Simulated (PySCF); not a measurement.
# [Ho(OH)4]−: other functionals and bases at one geometry

One table from this session's results is given with a row withheld; the runs are named, their logs left out.

The runs use PySCF 2.14.0; several levels, as the steps say, no spin–orbit coupling.

1 further run of the same task is left out (for a known fault of the program).

## The system as given

9 atoms, charge -1, spin multiplicity 1.

Bond lengths: Ho1–O2 2.104 Å, Ho1–O4 2.104 Å, Ho1–O6 2.104 Å, Ho1–O8 2.104 Å, O2–H3 0.954 Å, O4–H5 0.954 Å, O6–H7 0.954 Å, O8–H9 0.954 Å. Angles: O2–Ho1–O4 110.4°, O2–Ho1–O6 109.0°, O2–Ho1–O8 109.0°, O4–Ho1–O6 109.0°, O4–Ho1–O8 109.0°, O6–Ho1–O8 110.4°, Ho1–O2–H3 159.8°, Ho1–O4–H5 159.8°, Ho1–O6–H7 159.8°, Ho1–O8–H9 159.8°.

As a file:

```xyz
9
charge -1, multiplicity 1
Ho    0.0000    0.0000    0.0000
O     1.2292    1.2149    1.2005
H     1.9965    1.5123    1.6830
O    -1.2292   -1.2149    1.2005
H    -1.9965   -1.5123    1.6830
O     1.2149   -1.2292   -1.2005
H     1.5123   -1.9965   -1.6830
O    -1.2149    1.2292   -1.2005
H    -1.5123    1.9965   -1.6830
```

Formal oxidation states: Ho +3. Each metal's 10 4f electrons lie in its core potential, so multiplicities, spins and levels count the valence alone. An earlier session relaxed this geometry at PBE0, Ho lcecp-1-SVP with ECP56, O def2-SVP, H def2-SVP (singlet, point group D2).

At PBE0 on the finer grid: E = -340.672930 Eh, HOMO -2.32 eV, LUMO 4.28 eV, Mulliken charge on Ho1 +0.78 e, largest force component 0.006 eV/Å. 

Levels to run: TPSSh; M06-L; PBE0, TZVP. Hardware: 2 threads of Intel Xeon Platinum 8375C at 2.90GHz (Ice Lake), shared host.

The first run:

The input, run.py (the lines that set the calculation):

```python
mol = gto.M(atom='''
Ho     0.00000     0.00000     0.00000
O      1.22918     1.21491     1.20053
H      1.99645     1.51228     1.68304
O     -1.22918    -1.21491     1.20053
H     -1.99645    -1.51228     1.68304
O      1.21491    -1.22918    -1.20053
H      1.51228    -1.99645    -1.68304
O     -1.21491     1.22918    -1.20053
H     -1.51228     1.99645    -1.68304''',
    basis={'Ho': 'lcecp-1-SVP', 'O': 'def2-SVP', 'H': 'def2-SVP'},
    ecp={'Ho': 'lcecp-1-SVP'},
    charge=-1, spin=0)
mf = dft.RKS(mol, xc='TPSSH')
mf.grids.atom_grid = (75, 302)  # f atoms: unpruned, at least (60, 302)
mf = mf.density_fit()  # fitting sets: Ho AutoAux, O def2-universal-JKFIT, H def2-universal-JKFIT
mf.conv_tol = 1e-08; mf.max_cycle = 55
mf.kernel(dm0)  # dm0: the density of the relaxed state
```

On the command line:

```sh
> OMP_NUM_THREADS=2 python run.py
```

Steps of the session up to this table: TPSSh; M06-L; PBE0, TZVP.

One of the session's tables, all rows but one given; the rest of the session is left out.

| level | HOMO (eV) | gap (eV) | charge on Ho1 (e) | largest force component (eV/Å) |
| --- | --- | --- | --- | --- |
| PBE0 (relaxed here) | -2.32 | 6.60 | 0.78 | 0.01 |
| TPSSh | -1.38 | 5.46 | 0.74 | 0.26 |
| M06-L | ? | ? | ? | ? |
| PBE0, TZVP | -2.73 | 6.72 | 1.50 | 0.24 |

Estimate the missing values for M06-L.

As computed: HOMO (eV): -0.82; gap (eV): 5.62; charge on Ho1 (e): 0.96; largest force component (eV/Å): 0.18. In the column «HOMO (eV)» it is the highest.

In one basis the HOMO–LUMO gap runs from 5.46 eV (TPSSh) to 6.60 eV (PBE0). The largest leftover force, 0.26 eV/Å with TPSSh, stands at a geometry relaxed at another level. With 4f in the core, its levels are missing from HOMO and gap, and its count is fixed, so no charge can pass from the ligands into it. Total energies of different levels can't be compared.
